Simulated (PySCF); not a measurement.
# One shape, several levels: AlH2Br (SMILES [H][Al]([H])[Br])

We compute a comparison of 6 runs (B3LYP/STO-6G, M06-2X/STO-6G, PBE/STO-6G, SVWN5/STO-6G, UPBE0/STO-6G, wB97X-V/STO-6G) of AlH2Br. The job is set up through a Python script.

The calculation is run with PySCF 2.14.0.

19 further runs of the same task are left out: 12 for a known fault of the program, 1 that didn't finish, 6 set aside as unsound or not needed.

## Step 1: Starting point

AlH2Br has 4 atoms, charge 0, and is taken as a singlet. As SMILES, `[H][Al]([H])[Br]`. The Al1–H3 distance was set to 2.301 Å, away from the relaxed value. At this shape a bond of the SMILES string is far longer than usual.

Bond lengths: Al1–Br4 2.240 Å, Al1–H2 1.534 Å. Angles: H2–Al1–Br4 120.8°.

## Step 2: The energy at B3LYP/STO-6G (run 1)

run.py

```python
from pyscf import gto, dft

molecule = gto.Mole()
molecule.atom = '''
Al     0.848984    -1.005567     0.023576
H      3.747654    -1.009516     0.043758
H     -1.210559     2.823478    -0.040119
Br    -1.326450    -4.637601     0.036464
'''
molecule.basis = 'sto-6g'
molecule.charge = 0
molecule.max_memory = 1860
molecule.unit = 'bohr'
molecule.verbose = 3
molecule.build()

mf = dft.RKS(molecule)
mf.xc = 'b3lyp'
mf.conv_tol = 1e-10
mf.grids.level = 5
mf.kernel()
if not mf.converged:
    mf = mf.newton().run(mf.mo_coeff, mf.mo_occ)

etot = mf.e_tot
print(f'total energy: {etot:.8f} hartree')
```

Started as:

```bash
$ OMP_NUM_THREADS=1 python run.py
```

Output:

```text
converged SCF energy = -2803.6572687963
total energy: -2803.65726880 hartree
```

Run time: 4.5 s. Hardware: 1 thread of Arm Neoverse V2, shared host; peak memory 0.23 GiB.

## Step 3: The energy at M06-2X/STO-6G (run 2)

job.py

```python
from pyscf import gto, dft

molecule = gto.M(
    atom=[
    ('Al', (0.449263, -0.532123, 0.012476)),
    ('H', (1.983173, -0.534213, 0.023156)),
    ('H', (-0.640600, 1.494120, -0.021230)),
    ('Br', (-0.701927, -2.454113, 0.019296)),
],
    spin=0,
    basis='sto-6g',
    verbose=3,
    max_memory=1860,
    charge=0,
)

ks = dft.RKS(molecule)
ks.xc = 'm06-2x'
ks.conv_tol = 1e-10
ks.grids.level = 5
ks.kernel()
if not ks.converged:
    ks = ks.newton().run(ks.mo_coeff, ks.mo_occ)

energy = ks.e_tot
print('E = %.10f Eh' % energy)
```

Started as:

```bash
$ OMP_NUM_THREADS=1 python job.py
```

Output:

```text
converged SCF energy = -2803.60346890145
E = -2803.6034689015 Eh
```

Run time: 5.7 s. Hardware: 1 thread of Arm Neoverse V2, shared host; peak memory 0.24 GiB.

Runs 3 to 5 aren't shown in full; the table further down has their settings and results.

## Step 4: The energy at wB97X-V/STO-6G (run 6)

calc.py

```python
from pyscf import gto, dft

mol = gto.M(
    atom=[
    ('Al', (0.449263, -0.532123, 0.012476)),
    ('H', (1.983173, -0.534213, 0.023156)),
    ('H', (-0.640600, 1.494120, -0.021230)),
    ('Br', (-0.701927, -2.454113, 0.019296)),
],
    verbose=3,
    basis='sto-6g',
    max_memory=1860,
    charge=0,
)

mf = dft.RKS(mol, xc='wb97x-v')
mf.conv_tol = 1e-10
mf.grids.level = 5
mf.nlcgrids.level = 1
mf.kernel()
if not mf.converged:
    mf = mf.newton().run(mf.mo_coeff, mf.mo_occ)

e_tot = mf.e_tot
print(f'total energy: {e_tot:.8f} hartree')
```

Started as:

```bash
$ OMP_NUM_THREADS=1 python calc.py
```

Output:

```text
converged SCF energy = -2803.44155013276
total energy: -2803.44155013 hartree
```

It took 22 s on 1 thread of Arm Neoverse V2, shared host; peak memory 0.23 GiB.

## Step 5: The series

```csv
run,level,follow instability,nlc grid,energy (Eh),dipole moment (D),HOMO energy (eV),LUMO energy (eV),wall time
1,B3LYP/STO-6G,–,–,-2803.657269,1.49,-4.02,2.09,4.5 s
2,M06-2X/STO-6G,–,–,-2803.603469,1.70,-5.23,3.21,5.7 s
3,PBE/STO-6G,–,–,-2803.081643,1.39,-3.04,1.54,4.5 s
4,SVWN5/STO-6G,–,–,-2798.713685,1.49,-2.95,1.64,2.9 s
5,UPBE0/STO-6G,yes,–,-2803.310541,1.61,-4.18,2.40,18 s
6,wB97X-V/STO-6G,–,1,-2803.441550,1.72,-6.45,4.61,22 s
```

## Step 6: Outcome

| quantity | value |
| --- | --- |
| run 6: total energy | -2803.44155 Eh |
| run 6: dipole moment | 1.72 D |
| run 6: HOMO energy | -6.45 eV |
| run 6: LUMO energy | 4.61 eV |
| run 6: HOMO–LUMO gap | 11.06 eV |

**Reading.** The dipole moment (its size) runs from 1.39 D (PBE/STO-6G) to 1.72 D (wB97X-V/STO-6G). The HOMO–LUMO gap runs from 4.57 eV (PBE/STO-6G) to 11.06 eV (wB97X-V/STO-6G). Totals of different functionals can't be ranked against each other. In runs 1, 2, 3, 4, 5, 6 the basis is minimal, so the values are rough. All runs together took 58 s, the longest 22 s.
